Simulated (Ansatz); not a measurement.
Task: a short molecular-dynamics run of AlBH₂O₂, SMILES [OH][Al]1[BH][O]1, with the Python package of Ansatz (0.2.0). Give the script and its output. Use: B3LYP, def2-SVP basis, multiplicity 1, D3BJ dispersion.

```
atom    x (Å)    y (Å)    z (Å)
   O  -0.7851   0.5817  -1.8895
  Al   0.0800  -0.3149  -0.6204
   B   0.6168  -0.2397   1.3757
   O   0.6282  -1.4908   0.5871
   H  -1.7154   0.7975  -1.5095
   H   1.2177   0.6022   2.0104
```

`albh2o2.py`:
```python
'''A short Born-Oppenheimer trajectory of AlBH2O2.'''

import ansatz as az
import numpy as np

geometry_ang = [
    ('O', (-0.7851, 0.5817, -1.8895)),
    ('Al', (0.08, -0.3149, -0.6204)),
    ('B', (0.6168, -0.2397, 1.3757)),
    ('O', (0.6282, -1.4908, 0.5871)),
    ('H', (-1.7154, 0.7975, -1.5095)),
    ('H', (1.2177, 0.6022, 2.0104)),
]
molecule = az.Crystal.molecule()
for symbol, xyz in geometry_ang:
    molecule = molecule.atom(symbol, xyz)

calc = (
    molecule.calculation()
    .basis(gaussian='def2-SVP')
    .functional('b3lyp', dispersion='d3bj')
    .md('nve', timestep=0.25, steps=20, temperature=200, initial_velocities='maxwell_boltzmann', seed=72)
)
frames = []
result = calc.session().plan().execute(on_event=lambda e: frames.append(e['data']) if e['event'] == 'md_step' else None)
print('t (fs)   E_pot (eV)      E_kin (eV)   T (K)   d(0-1) (A)')
for f in frames[::3]:
    xyz = np.array(f['positions_ang'])
    print(f'{f["time_fs"]:6.2f} {f["lagrangian_ev"]:14.5f} {f["e_kin_ev"]:10.5f} {f["temperature_k"]:8.1f} {np.linalg.norm(xyz[0] - xyz[1]):9.4f}')
kept = np.array([f['conserved_ev'] for f in frames])
print(f'conserved energy moves by at most {1000 * np.ptp(kept):.3f} meV')
```

```console
$ python albh2o2.py
t (fs)   E_pot (eV)      E_kin (eV)   T (K)   d(0-1) (A)
  0.00   -11394.38107    0.10341    200.0    1.7785
  0.75   -11394.44877    0.17095    330.6    1.7795
  1.50   -11394.54534    0.26727    516.9    1.7799
  2.25   -11394.63902    0.36081    697.8    1.7796
  3.00   -11394.71460    0.43656    844.4    1.7784
  3.75   -11394.79704    0.51931   1004.4    1.7762
  4.50   -11394.92479    0.64698   1251.3    1.7728
conserved energy moves by at most 0.551 meV
```

Reading the output:
- Total energies depend on the basis set; only differences at equal settings carry meaning.
- The trajectory is only some femtoseconds long, so its temperature is not equilibrated; where the script doesn't relax first, it starts from a rough generated geometry.
- b3lyp holds the VWN-RPA fit, as in Gaussian; the form of ORCA and Turbomole is b3lyp5.
- The temperature counts the internal degrees of freedom alone.
- Run time: 30 s on 1 thread of AMD EPYC 9B14 (Zen 4) (shared host), peak memory 0.21 GiB.
